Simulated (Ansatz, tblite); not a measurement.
**The cluster Si7H7−: one state, many levels**

An exercise on one series of results from a longer session: the logs are not shown, and one member is left open.

Program: Ansatz 0.2.0, Gaussian basis. Level of theory: as each input shows. These are calculated values, not measurements.

The runs, in order: GFN2-xTB, PBE-D4/def2-TZVPD, r2SCAN-D4/def2-TZVPD, BHLYP-D4/def2-TZVPD, B97M-V/def2-TZVPD, r2SCANh-D4/def2-TZVPD, PBE-D4/def2-SVPD, PBE0-D4/def2-SVPD, HF/STO-3G, HF/6-31G, B3LYP-D4/6-31G, CCSD(T)/def2-SVPD, RPA/def2-SVPD.

10 further runs of the same task are left out: 2 that didn't finish, 8 set aside as unsound or not needed. Runs told in other sessions of the task aren't counted.

## The relaxed structure

The geometry is that of the singlet, from an earlier relaxation (r2SCAN-D4/def2-SVPD). At that level it is the lowest of the isomers that a small search found.

14 atoms, charge -1, spin multiplicity 1.

Bond lengths: Si1–Si3 2.419 Å, Si1–Si7 2.415 Å, Si1–H8 1.544 Å, Si2–Si4 2.172 Å, Si2–Si5 2.331 Å, Si2–H10 1.499 Å, Si3–Si5 2.368 Å, Si3–Si6 2.368 Å, Si3–H14 1.512 Å, Si4–Si6 2.348 Å, Si4–H12 1.502 Å, Si5–Si7 2.369 Å, Si5–H11 1.505 Å, Si6–Si7 2.372 Å, Si6–H9 1.504 Å, Si7–H13 1.512 Å. Angles: Si3–Si1–Si7 69.7°, Si3–Si1–H8 94.6°, Si7–Si1–H8 94.3°, Si4–Si2–Si5 102.5°, Si4–Si2–H10 128.7°, Si5–Si2–H10 128.7°, Si1–Si3–Si5 92.6°, Si1–Si3–Si6 95.9°, Si1–Si3–H14 130.0°, Si5–Si3–Si6 80.0°, Si5–Si3–H14 121.9°, Si6–Si3–H14 122.8°, Si2–Si4–Si6 99.0°, Si2–Si4–H12 126.2°, Si6–Si4–H12 134.4°, Si2–Si5–Si3 111.3°, Si2–Si5–Si7 110.5°, Si2–Si5–H11 115.1° and more.

The ion is computed in the gas phase, without counter-ions or solvent.

PBE0-D4/def2-TZVPD was run before; its log isn't repeated, and its numbers join the tables.

The first run:

Tight binding, by tblite at 300 K electronic temperature and without a spin-polarisation term:

```python
tblite.interface.Calculator('GFN2-xTB', numbers, positions, charge=-1, uhf=0).singlepoint()
```

start.molden holds the orbitals of an earlier run on this state, given as this run's starting guess.

Input file in.yaml:

```yaml
crystal:
  periodic: [false, false, false]
  atoms:
    - {symbol: Si, position_ang: [-1.457734, 1.451595, -2.580901]}
    - {symbol: Si, position_ang: [1.940779, -0.130172, 1.476340]}
    - {symbol: Si, position_ang: [-0.813248, 1.946518, -0.302257]}
    - {symbol: Si, position_ang: [2.873409, 1.765574, 0.971100]}
    - {symbol: Si, position_ang: [0.126109, -0.204020, 0.014868]}
    - {symbol: Si, position_ang: [1.456744, 2.413557, -0.786330]}
    - {symbol: Si, position_ang: [0.751684, 0.588967, -2.127566]}
    - {symbol: H, position_ang: [-0.945379, 2.792707, -3.149938]}
    - {symbol: H, position_ang: [1.807152, 3.717596, -1.448380]}
    - {symbol: H, position_ang: [2.310521, -1.097097, 2.560185]}
    - {symbol: H, position_ang: [-0.757682, -1.414518, 0.155987]}
    - {symbol: H, position_ang: [4.154379, 2.304172, 1.542425]}
    - {symbol: H, position_ang: [1.696405, -0.178811, -3.024498]}
    - {symbol: H, position_ang: [-1.579638, 2.654132, 0.792366]}
basis:
  gaussian: {orbitals: def2-TZVPD, initial_orbitals: start.molden}
total_charge: -1
hamiltonian: {xc: pbe, dispersion: d4}
scf: {omitted_lower_state_checks: [starts]}
output: {orbitals: {seedname: orbitals}}
```

Started as:

```
> ansatz run in.yaml --threads 4 --pin off --events-out ev --progress --plain --max-ram 4787MiB
```

Steps of the session up to this table: PBE-D4/def2-TZVPD; r2SCAN-D4/def2-TZVPD; BHLYP-D4/def2-TZVPD; B97M-V/def2-TZVPD; r2SCANh-D4/def2-TZVPD; PBE-D4/def2-SVPD; PBE0-D4/def2-SVPD; HF/STO-3G; HF/6-31G; B3LYP-D4/6-31G; CCSD(T)/def2-SVPD; RPA/def2-SVPD.

One of the session's tables, all rows but one given; the rest of the session is left out.

It belongs to the step «Levels side by side». 

| level | LUMO (eV) | gap (eV) |
| --- | --- | --- |
| HF/STO-3G | 10.57 | 9.21 |
| HF/6-31G | ? | ? |
| PBE-D4/def2-SVPD | 0.76 | 1.61 |
| PBE-D4/def2-TZVPD | 0.68 | 1.61 |
| r2SCAN-D4/def2-TZVPD | 0.73 | 1.74 |
| B97M-V/def2-TZVPD | 0.69 | 1.84 |
| r2SCANh-D4/def2-TZVPD | 0.96 | 2.26 |
| B3LYP-D4/6-31G | 1.44 | 2.66 |
| PBE0-D4/def2-SVPD | 1.36 | 2.96 |
| PBE0-D4/def2-TZVPD | 1.28 | 2.95 |
| BHLYP-D4/def2-TZVPD | 2.08 | 4.36 |

Q: Estimate the row for HF/6-31G from the others.

As computed: LUMO (eV): 3.97; gap (eV): 7.26. In the column «LUMO (eV)» it lies between BHLYP-D4/def2-TZVPD (2.08) and HF/STO-3G (10.57).

Caveats from the session: The anion's highest level is positive in at least one run, so there the basis alone may hold the extra electron.
